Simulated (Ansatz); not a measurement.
# As3O2: from a guess to a relaxed structure

Aim: relax a trial structure of As3O2 and see where it ends.

Computed with Ansatz 0.2.0 (DFT PBE, scalar-relativistic, plane waves, PAW, unless a step's input says otherwise).

**1. The structure to begin with**

Symmetry: R32, No. 155, trigonal system. The conventional cell has a = 6.055 Å, b = 6.055 Å, c = 7.280 Å, α = 90.00°, β = 90.00°, γ = 120.00°. As (site symmetry 2) has 4 O at 2.39 to 2.40 Å and 4 As at 2.59 Å as nearest neighbours. O (site symmetry 3) is surrounded by 6 As at 2.39 to 2.40 Å.

Coordinates:

```cif
data_structure
_symmetry_space_group_name_H-M 'R32:H'
_symmetry_Int_Tables_number 155
_cell_length_a 6.0550
_cell_length_b 6.0550
_cell_length_c 7.2800
_cell_angle_alpha 90.000
_cell_angle_beta 90.000
_cell_angle_gamma 120.000
_cell_volume 231.15
loop_
_atom_site_label
_atom_site_type_symbol
_atom_site_symmetry_multiplicity
_atom_site_Wyckoff_symbol
_atom_site_fract_x
_atom_site_fract_y
_atom_site_fract_z
_atom_site_occupancy
As1 As 9 d 0.91344 0.33333 0.33333 1
O1 O 6 c 0.00000 0.00000 0.25788 1
```

A structure generator made this guess: species swapped into a database cell of Ni3Se2 (R32, No. 155), with As on the Ni sites and O on the Se sites. Its size is a rough estimate.

**2. Probe: one point on a coarse mesh**

Contents of input.yaml:

```yaml
crystal:
  lattice:
    - [3.027489, 1.74792159, 2.42666931]
    - [-3.027489, 1.74792159, 2.42666931]
    - [0.0, -3.49584318, 2.42666931]
  atoms:
    - { symbol: As, position: [0.24677157, 0.75322843, 0.0] }
    - { symbol: As, position: [0.0, 0.24677157, 0.75322843] }
    - { symbol: As, position: [0.75322843, 0.0, 0.24677157] }
    - { symbol: O, position: [0.25788435, 0.25788435, 0.25788435] }
    - { symbol: O, position: [0.74211565, 0.74211565, 0.74211565] }
basis:
  ecutwfc: 420
kpoints:
  mp_grid: { grid: [6, 6, 6] }
hamiltonian:
  xc: pbe
scf:
  occupations: { method: gaussian, width: 0.1 }
  lower_state_search: "off"
output:
  forces: true
  stress: true
  eigenvalues: true
```

The run is started by

```bash
ansatz run input.yaml --threads 1 --pin off --max-ram 2560MiB --backend cpu --events-out ev --progress --plain --runs-dir out
```

The session goes on with these runs: rough relaxation on the coarse mesh; final relaxation.

Q: Predict the outcome of this session. Wanted: conventional cell; volume; energy over the elements; gap on the mesh.

The runs gave:

| quantity | value |
| --- | --- |
| symmetry at the end (tolerance 0.05 Å) | space group R32 (No. 155) |
| conventional cell | a = 5.753 Å, b = 5.753 Å, c = 8.157 Å, α = 90.00°, β = 90.00°, γ = 120.00° |
| volume | 15.59 Å³/atom |
| energy over the elements (uncorrected; H, N, O, F and Cl as molecules) | -0.15 eV/atom |
| gap on the mesh | none (metal) |

The space group R32 (No. 155) is kept, and the volume per atom grows by 1.2 % from the first guess. A negative formation energy is needed for stability but isn't enough; other structures and compounds were not set against it here. No finished test with a distortion of lower symmetry is shown, so the end may be a saddle point. The final runs have no spin polarisation, so no magnetic state was tried and one may lie lower.
